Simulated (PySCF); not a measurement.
# [Pb(NH3)3]2+: other functionals and bases at one geometry

One table from this session's results is given with a row withheld; the runs are named, their logs left out.

Program: PySCF 2.14.0. Level of theory: several levels, as the steps say, no spin–orbit coupling. These are calculated values, not measurements.

1 further run of the same task is left out (for a known fault of the program).

## The system as given

13 atoms, charge 2, spin multiplicity 1.

Bond lengths: Pb1–N2 2.491 Å, Pb1–N6 2.491 Å, Pb1–N10 2.491 Å, N2–H3 1.026 Å, N2–H4 1.028 Å, N2–H5 1.028 Å, N6–H7 1.026 Å, N6–H8 1.028 Å, N6–H9 1.028 Å, N10–H11 1.026 Å, N10–H12 1.028 Å, N10–H13 1.028 Å. Angles: N2–Pb1–N6 91.4°, N2–Pb1–N10 91.4°, N6–Pb1–N10 91.4°, Pb1–N2–H3 118.2°, Pb1–N2–H4 110.7°, Pb1–N2–H5 111.3°, H3–N2–H4 105.4°, H3–N2–H5 105.5°, H4–N2–H5 104.7°, Pb1–N6–H7 118.2°, Pb1–N6–H8 110.7°, Pb1–N6–H9 111.3°, H7–N6–H8 105.4°, H7–N6–H9 105.5°, H8–N6–H9 104.7°, Pb1–N10–H11 118.2°, Pb1–N10–H12 110.7°, Pb1–N10–H13 111.3° and more.

Geometry (Å):

```xyz
13
H9N3Pb
Pb    0.0000    0.0000   -1.2131
N     2.0579    0.0474    0.1890
H     1.9556   -0.0584    1.2043
H     2.7106   -0.6926   -0.0988
H     2.5805    0.9220    0.0557
N    -1.0700    1.7585    0.1890
H    -0.9272    1.7228    1.2043
H    -0.7555    2.6937   -0.0988
H    -2.0888    1.7738    0.0557
N    -0.9879   -1.8059    0.1890
H    -1.0284   -1.6644    1.2043
H    -1.9551   -2.0011   -0.0988
H    -0.4918   -2.6958    0.0557
```

Formal oxidation states: Pb +2. An earlier session relaxed this geometry at PBE0, Pb def2-SVP with ECP60, N def2-SVP, H def2-SVP (singlet, point group C3).

At PBE0 on the finer grid: E = -361.714760 Eh, HOMO -17.56 eV, LUMO -9.99 eV, Mulliken charge on Pb1 +1.08 e, largest force component 0.013 eV/Å. 

Levels to run: HF; PBE; PBE0, TZVP. Hardware: 2 threads of Arm Neoverse V1, shared host.

Set-up of the first run:

run.py (the lines that set the calculation)

```python
mol = gto.M(atom='''
Pb     0.00000     0.00000    -1.21307
N      2.05790     0.04745     0.18905
H      1.95564    -0.05844     1.20427
H      2.71056    -0.69259    -0.09882
H      2.58051     0.92202     0.05570
N     -1.07004     1.75847     0.18905
H     -0.92721     1.72285     1.20427
H     -0.75548     2.69371    -0.09882
H     -2.08875     1.77378     0.05570
N     -0.98786    -1.80591     0.18905
H     -1.02842    -1.66441     1.20427
H     -1.95508    -2.00112    -0.09882
H     -0.49176    -2.69580     0.05570''',
    basis={'Pb': 'def2-SVP', 'N': 'def2-SVP', 'H': 'def2-SVP'},
    ecp={'Pb': 'def2-SVP'},
    charge=2, spin=0)
mf = scf.RHF(mol)
mf = mf.density_fit()  # fitting sets: Pb def2-universal-JKFIT, N def2-universal-JKFIT, H def2-universal-JKFIT
mf.conv_tol = 1e-08; mf.max_cycle = 55
mf.kernel(dm0)  # dm0: the density of the relaxed state
```

The run is started by

```bash
$ OMP_NUM_THREADS=2 python run.py
```

Among the steps run: HF; PBE; PBE0, TZVP.

One table of the session follows, with a row left open; its other results are not shown here.

```
              level  HOMO (eV)  gap (eV)  charge on Pb1 (e)  dipole (D)  largest force component (eV/Å)
PBE0 (relaxed here)     -17.56      7.57               1.08        7.22                            0.01
                 HF     -20.12     13.03               1.31        6.88                            0.63
                PBE     -16.40      5.65               0.98        7.43                            0.37
         PBE0, TZVP          ?         ?                  ?           ?                               ?
```

Estimate the missing values for PBE0, TZVP.

As computed: HOMO (eV): -17.61; gap (eV): 7.55; charge on Pb1 (e): 1.14; dipole (D): 7.07; largest force component (eV/Å): 0.26. In the column «HOMO (eV)» it lies between HF (-20.12) and PBE0 (relaxed here) (-17.56).

The dipole of a charged species depends on the origin, so these sizes hold for this origin alone.

In one basis the HOMO–LUMO gap runs from 5.65 eV (PBE) to 13.03 eV (HF). The largest leftover force, 0.63 eV/Å with HF, stands at a geometry relaxed at another level. Total energies of different levels can't be compared.
